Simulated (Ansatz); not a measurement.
# ClH₄N₂Si radical: a ladder of functionals and wavefunction methods

The task here is to estimate one member of a computed series from the others.

Program: Ansatz 0.2.0, Gaussian basis. Level of theory: functionals in def2-TZVPP, the program's frozen cores in correlated methods. These are calculated values, not measurements.

Levels to be run: LDA (SPW92), PBE-D4, revPBE-D4, BLYP-D4, r2SCAN-D4, B97M-V, PBE0-D4, B3LYP-D4, r2SCANh-D4, r2SCAN0-D4, HSE06-D4, BHLYP-D4, CAM-B3LYP-D4, LC-ωPBE, ωB97X-V, ωB97M-V, B2PLYP, PBE-QIDH; CCSD(T)/def2-SVP; CCSD(T)/def2-TZVPP; MP2/def2-QZVPP; extrapolation to the limit; RPA on PBE.

### The geometry

All runs share one geometry, relaxed beforehand with PBE0-D4 in a triple-zeta def2 set.

SMILES `N[Si](N)Cl`, 8 atoms, charge 0, spin multiplicity 2.

Atoms are counted from 1 here; the program's logs count them from 0.

Bond lengths: N1–Si2 1.711 Å, N1–H5 1.007 Å, N1–H6 1.008 Å, Si2–N3 1.704 Å, Si2–Cl4 2.087 Å, N3–H7 1.010 Å, N3–H8 1.006 Å. Angles: Si2–N1–H5 119.8°, Si2–N1–H6 119.0°, H5–N1–H6 112.0°, N1–Si2–N3 106.0°, N1–Si2–Cl4 104.0°, N3–Si2–Cl4 116.8°, Si2–N3–H7 120.5°, Si2–N3–H8 120.8°, H7–N3–H8 112.3°.

The first run:

in.yaml reads:

```yaml
crystal:
  periodic: [false, false, false]
  atoms:
    - {symbol: N, position_ang: [-0.420041, 1.280459, -0.237477]}
    - {symbol: Si, position_ang: [-0.619286, -0.407425, -0.036979]}
    - {symbol: N, position_ang: [0.759000, -0.946219, 0.807121]}
    - {symbol: Cl, position_ang: [-0.872622, -1.122063, -1.981516]}
    - {symbol: H, position_ang: [-0.936364, 1.763173, -0.955223]}
    - {symbol: H, position_ang: [-0.280403, 1.856141, 0.578251]}
    - {symbol: H, position_ang: [1.678284, -0.618601, 0.548011]}
    - {symbol: H, position_ang: [0.783531, -1.862667, 1.221812]}
basis:
  gaussian: {orbitals: def2-TZVPP}
magnetization: {spin_polarized: true, initial_magnetization: 1}
hamiltonian: {xc: lda}
output: {orbitals: {seedname: orbitals}}
```

Launch:

```
ansatz run in.yaml --threads 4 --pin off --events-out ev --progress --plain --max-ram 10444MiB
```

Among the steps run: LDA; PBE-D4 (GGA); revPBE-D4 (GGA); BLYP-D4 (GGA); r2SCAN-D4 (meta-GGA); B97M-V (meta-GGA); B3LYP-D4 (hybrid); r2SCANh-D4 (hybrid); r2SCAN0-D4 (hybrid); HSE06-D4 (hybrid); BHLYP-D4 (hybrid); CAM-B3LYP-D4 (range-separated); LC-ωPBE (range-separated); ωB97X-V (range-separated); ωB97M-V (range-separated); B2PLYP (double hybrid); PBE-QIDH (double hybrid).

One of the session's tables, all rows but one given; the rest of the session is left out.

It belongs to the step «Orbital energies across the functionals». 

| functional | HOMO (eV) | LUMO (eV) | gap (eV) |
| --- | --- | --- | --- |
| LDA (SPW92) | -4.40 | -3.20 | 1.19 |
| PBE-D4 | -4.42 | -2.77 | 1.65 |
| revPBE-D4 | -4.39 | -2.62 | 1.78 |
| BLYP-D4 | -4.24 | -2.83 | 1.40 |
| r2SCAN-D4 | -4.78 | -2.26 | 2.52 |
| B97M-V | -4.48 | -2.87 | 1.61 |
| PBE0-D4 | -5.62 | -1.86 | 3.77 |
| B3LYP-D4 | -5.35 | -2.29 | 3.06 |
| r2SCANh-D4 | ? | ? | ? |
| r2SCAN0-D4 | -5.89 | -1.54 | 4.35 |
| HSE06-D4 | -5.22 | -2.24 | 2.99 |
| BHLYP-D4 | -6.68 | -1.11 | 5.57 |
| CAM-B3LYP-D4 | -6.87 | -1.03 | 5.85 |
| LC-ωPBE | -8.29 | 0.45 | 8.74 |
| ωB97X-V | -7.78 | -0.16 | 7.62 |
| ωB97M-V | -7.39 | -0.33 | 7.06 |

Estimate the missing values for r2SCANh-D4.

Worked estimate for «HOMO (eV)». Against the share of exact exchange, r2SCAN-D4 (0, -4.78), r2SCAN0-D4 (0.25, -5.89) give a slope of -4.44 per unit share; at 0.1 the line stands at -5.22.

The run gave: HOMO (eV): -5.22; LUMO (eV): -1.97; gap (eV): 3.26. In «HOMO (eV)» the line misses by 0.00.
